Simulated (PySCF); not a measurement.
# C₃H₉BGeO₂: electronic excitations

What electronic excitations should C₃H₉BGeO₂ (`[GeH3][O][C@H]1CBOC1`) show?

The runs use PySCF 2.14.0, with density-fitted response routines of our own; the level of theory stands in each step. All values are computed, except where a source is named. Atoms count from 0, in the outputs and in this text.

**1. The molecule as given**

16 atoms, charge 0, multiplicity 1; geometry from: GFN2-xTB.

Bonds of the start (Å): Ge0–O1 1.74, O1–C2 1.41, C2–C3 1.54, C3–B4 1.59, B4–O5 1.33, O5–C6 1.41, C6–C2 1.55, Ge0–H7 1.49, Ge0–H8 1.51, Ge0–H9 1.50, C2–H10 1.10, C3–H11 1.09, C3–H12 1.09, B4–H13 1.17, C6–H14 1.09, C6–H15 1.09.

**2. Ultraviolet spectrum: wB97X-D/def2-SVPD**

What the job is given:

```
{"job": {"kind": "uv", "xc": "wB97X-D", "basis": "def2-SVPD", "nstates": 8, "ntriplets": 3}, "charge": 0, "multiplicity": 1}
Ge     2.500586    -0.472599    -0.418508
O      1.189692     0.052314     0.602313
C     -0.065898     0.543152     0.188148
C     -0.976167    -0.526615    -0.446135
B     -2.250105    -0.501774     0.512961
O     -2.073758     0.369554     1.500915
C     -0.825450     1.025405     1.448061
H      3.536461    -0.730437     0.616752
H      2.872878     0.624566    -1.379511
H      2.133518    -1.708738    -1.194003
H      0.083281     1.384409    -0.500474
H     -0.466779    -1.491931    -0.419467
H     -1.180427    -0.301698    -1.492308
H     -3.234712    -1.123059     0.455777
H     -0.249372     0.761837     2.340491
H     -1.001345     2.104557     1.441062
```

Level: TDDFT wB97X-D/def2-SVPD, vertical, gas phase, core orbitals frozen in the response.

Run with:

```sh
$ OMP_NUM_THREADS=1 python probes_run.py task.json out
```

The driver reads the jobs from task.json and runs them one after another.

Predict these results of the whole session: lowest singlet (wB97X-D/def2-SVPD); brightest single state of those computed; lowest triplet.

As calculated:

```
                                quantity                        value
      lowest singlet (wB97X-D/def2-SVPD)  6.76 eV (184 nm), f = 0.001
brightest single state of those computed  state 4, 7.69 eV, f = 0.035
                          lowest triplet                      6.36 eV
```

The first singlet state (HOMO→LUMO+2 0.57, HOMO−2→LUMO+2 0.23) lies at 6.76 eV and is dark; of the 8 states computed, the strongest absorption comes from state 4 at 7.69 eV. The lowest triplet lies 0.39 eV below the lowest singlet (triplets in Tamm-Dancoff, singlets in full TDDFT).
